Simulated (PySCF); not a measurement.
# C7H14N2: the cost of one run

Programs: PySCF 2.14.0, with routines of our own; each step states its level. All values are computed. Atoms count from 0.

## 1. The system as given

23 atoms, charge 0, multiplicity 1; geometry from: GFN2-xTB.

## 2. Magnetic properties: GIAO PBE0/pcSseg-1

The job: settings as JSON, then the geometry in Å.

```
{"job": {"kind": "mag", "xc": "PBE0", "basis": "pcSseg-1", "isotopologues": 0}, "charge": 0, "multiplicity": 1}
C     -2.616915     0.099142     0.392339
C     -2.477033     0.258363    -1.120868
C     -0.997861     0.618362    -1.289555
N     -0.314542     0.162865    -0.074683
N      0.864620    -0.546212    -0.361352
C      1.839891    -0.449970     0.681579
C      3.274171    -0.333779     0.256948
C      2.557297     0.858710     0.808958
C     -1.283379    -0.529683     0.768458
H     -2.708522     1.076021     0.866629
H     -3.465520    -0.518730     0.681003
H     -2.698785    -0.688945    -1.615742
H     -3.138074     1.021722    -1.526322
H     -0.862177     1.701561    -1.369456
H     -0.553183     0.154340    -2.174861
H      0.676357    -1.530456    -0.591365
H      1.635808    -0.999059     1.603160
H      3.475007    -0.351337    -0.802306
H      4.026945    -0.816183     0.861614
H      2.270472     1.634284     0.118173
H      2.813223     1.211022     1.796123
H     -1.027164    -0.390315     1.821268
H     -1.295390    -1.614736     0.553274
```

With the program's defaults for keys left out, this is: GIAO PBE0/pcSseg-1 magnetisability, rotational g tensor and spin-rotation constants, non-relativistic, gas phase.

Command:

```bash
OMP_NUM_THREADS=1 python excited_run.py task.json out
```

This one command runs all jobs of the session in turn.

**Question.** How long does this first job take on 1 thread of Intel Xeon 6975P-C, shared host, and how much memory does it need?

About 73 s, with a peak of 0.99 GiB.
